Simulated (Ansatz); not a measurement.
# GaN: the cost of one run

All numbers are computed with Ansatz 0.2.0, driven from Python. The levels of theory stand in the script.

## (1) The structure

It takes space group F-43m (No. 216, cubic). Conventional cell: a = 4.507 Å, b = 4.507 Å, c = 4.507 Å, α = 90.00°, β = 90.00°, γ = 90.00°. Around Ga (site symmetry -43m) lie 4 N at 1.95 Å. N (site symmetry -43m) is surrounded by 4 Ga at 1.95 Å.

The script holds or builds the structure itself.

## (2) The code

lattice_gan.py reads:

```python
"""Relaxed cell of GaN under several functionals."""

import ansatz as az
import numpy as np

def edges_and_angles(cell):
    cell = np.asarray(cell)
    a, b, c = np.linalg.norm(cell, axis=1)
    cosines = cell[1] @ cell[2] / (b * c), cell[0] @ cell[2] / (a * c), cell[0] @ cell[1] / (a * b)
    return (a, b, c, *np.degrees(np.arccos(cosines)))


def main() -> None:
    lattice = az.Lattice.of(
        (0.0, 2.25350061, 2.25350061),
        (2.25350061, 0.0, 2.25350061),
        (2.25350061, 2.25350061, 0.0),
    )
    sites = [
        ("Ga", (0.0, 0.0, 0.0)),
        ("N", (0.75, 0.75, 0.75)),
    ]
    cell = az.Crystal(lattice=lattice)
    for symbol, position in sites:
        cell = cell.atom(symbol, position)

    job = cell.calculation()
    job = job.kpoints(8).occupations("cold", width=0.02)
    job = job.basis(21 * az.Ha).relax(cell=True, force_tolerance=0.05)

    levels = [("lda", "none"), ("r2scan", "rvv10"), ("pbe", "d4")]
    print("level            a       b       c    alpha   beta  gamma  V/atom  steps")
    for name, dispersion in levels:
        seen = []
        run = job.functional(name, dispersion=dispersion).session().plan()
        done = run.execute(on_event=lambda e: seen.append(e) if e["event"] == "relax_step" else None)
        cell = done.lattice.cell_ang
        label = name if dispersion == "none" else f"{name}+{dispersion}"
        print("{:13s} {:7.4f} {:7.4f} {:7.4f} {:6.2f} {:6.2f} {:6.2f}".format(label, *edges_and_angles(cell)), f"{abs(np.linalg.det(cell)) / len(done.lattice.sites):7.3f} {len(seen):5d}")


if __name__ == "__main__":
    main()
```

## (3) The input behind the calls

The package turns the script's settings into the engine's input (first run):

```yaml
crystal:
  lattice:
    - [0.0, 2.25350061, 2.25350061]
    - [2.25350061, 0.0, 2.25350061]
    - [2.25350061, 2.25350061, 0.0]
  atoms:
    - { symbol: Ga, position: [0.0, 0.0, 0.0] }
    - { symbol: "N", position: [0.75, 0.75, 0.75] }
basis:
  ecutwfc: 571.4391111657479
kpoints:
  mp_grid:
    grid: [8, 8, 8]
hamiltonian:
  xc: lda
  dispersion: none
scf:
  occupations:
    method: cold
    width: 0.02
relax:
  f_tol: 0.05
  cell: {}
```

## (4) Launch

Run with:

```sh
$ python lattice_gan.py
```

What time and memory should one allow on 1 thread of Arm Neoverse V1, shared host?

About 34 s, with a peak of 0.52 GiB.
